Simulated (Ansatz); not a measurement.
# F₂H₂SSi: one species, many methods

One table from this session's results is given with a row withheld; the runs are named, their logs left out.

The runs use Ansatz 0.2.0, Gaussian basis; functionals in def2-TZVPP, the program's frozen cores in correlated methods.

Plan: LDA (SPW92), PBE-D4, revPBE-D4, BLYP-D4, r2SCAN-D4, B97M-V, PBE0-D4, B3LYP-D4, r2SCANh-D4, r2SCAN0-D4, HSE06-D4, BHLYP-D4, CAM-B3LYP-D4, LC-ωPBE, ωB97X-V, ωB97M-V, B2PLYP, PBE-QIDH; CCSD(T)/def2-SVP; CCSD(T)/def2-TZVPP; MP2/def2-QZVPP; extrapolation to the limit; RPA on PBE.

## The relaxed structure

An earlier PBE0-D4 in a triple-zeta def2 set relaxation fixed the geometry.

SMILES `F[SiH](F)S`, 6 atoms, charge 0, spin multiplicity 1.

Atoms are counted from 1 here; the program's logs count them from 0.

Bond lengths: F1–Si2 1.585 Å, Si2–F3 1.585 Å, Si2–S4 2.104 Å, Si2–H5 1.470 Å, S4–H6 1.346 Å. Angles: F1–Si2–F3 105.3°, F1–Si2–S4 111.3°, F1–Si2–H5 109.7°, F3–Si2–S4 111.3°, F3–Si2–H5 109.7°, S4–Si2–H5 109.4°, Si2–S4–H6 93.3°.

The first run:

File in.yaml:

```yaml
crystal:
  periodic: [false, false, false]
  atoms:
    - {symbol: F, position_ang: [-0.390051, -1.503726, 0.703559]}
    - {symbol: Si, position_ang: [0.413255, -0.308885, 0.041078]}
    - {symbol: F, position_ang: [0.491451, -0.663225, -1.501697]}
    - {symbol: S, position_ang: [-0.555129, 1.532572, 0.355803]}
    - {symbol: H, position_ang: [1.769118, -0.249420, 0.605762]}
    - {symbol: H, position_ang: [-1.686542, 1.128682, -0.250704]}
basis:
  gaussian: {orbitals: def2-TZVPP}
hamiltonian: {xc: lda}
output: {orbitals: {seedname: orbitals}}
```

Among the steps run: LDA; PBE-D4 (GGA); revPBE-D4 (GGA); BLYP-D4 (GGA); r2SCAN-D4 (meta-GGA); B97M-V (meta-GGA); PBE0-D4 (hybrid); B3LYP-D4 (hybrid); r2SCANh-D4 (hybrid); r2SCAN0-D4 (hybrid); HSE06-D4 (hybrid); BHLYP-D4 (hybrid); CAM-B3LYP-D4 (range-separated); LC-ωPBE-D4 (range-separated; the results give it without D4); ωB97X-V (range-separated); ωB97M-V (range-separated); B2PLYP (double hybrid); PBE-QIDH (double hybrid).

One of the session's tables, all rows but one given; the rest of the session is left out.

It belongs to the step «Orbital energies across the functionals». 

| functional | HOMO (eV) | gap (eV) |
| --- | --- | --- |
| LDA (SPW92) | -7.13 | 5.93 |
| PBE-D4 | -6.99 | 5.96 |
| revPBE-D4 | -6.94 | 5.98 |
| BLYP-D4 | -6.81 | 5.86 |
| r2SCAN-D4 | -7.30 | 6.62 |
| B97M-V | -7.39 | 6.57 |
| PBE0-D4 | -8.29 | 8.21 |
| B3LYP-D4 | -8.01 | 7.66 |
| r2SCANh-D4 | -7.77 | 7.43 |
| r2SCAN0-D4 | -8.48 | 8.63 |
| HSE06-D4 | -7.88 | 7.42 |
| BHLYP-D4 | ? | ? |
| CAM-B3LYP-D4 | -9.62 | 10.61 |
| LC-ωPBE | -11.07 | 13.34 |
| ωB97X-V | -10.68 | 12.79 |
| ωB97M-V | -10.50 | 12.36 |

Estimate the missing values for BHLYP-D4.

Worked estimate for «HOMO (eV)». Against the share of exact exchange, BLYP-D4 (0, -6.81), B3LYP-D4 (0.2, -8.01) give a slope of -6.00 per unit share; at 0.5 the line stands at -9.81.

As computed: HOMO (eV): -9.41; gap (eV): 10.26. In «HOMO (eV)» the line misses by -0.40.
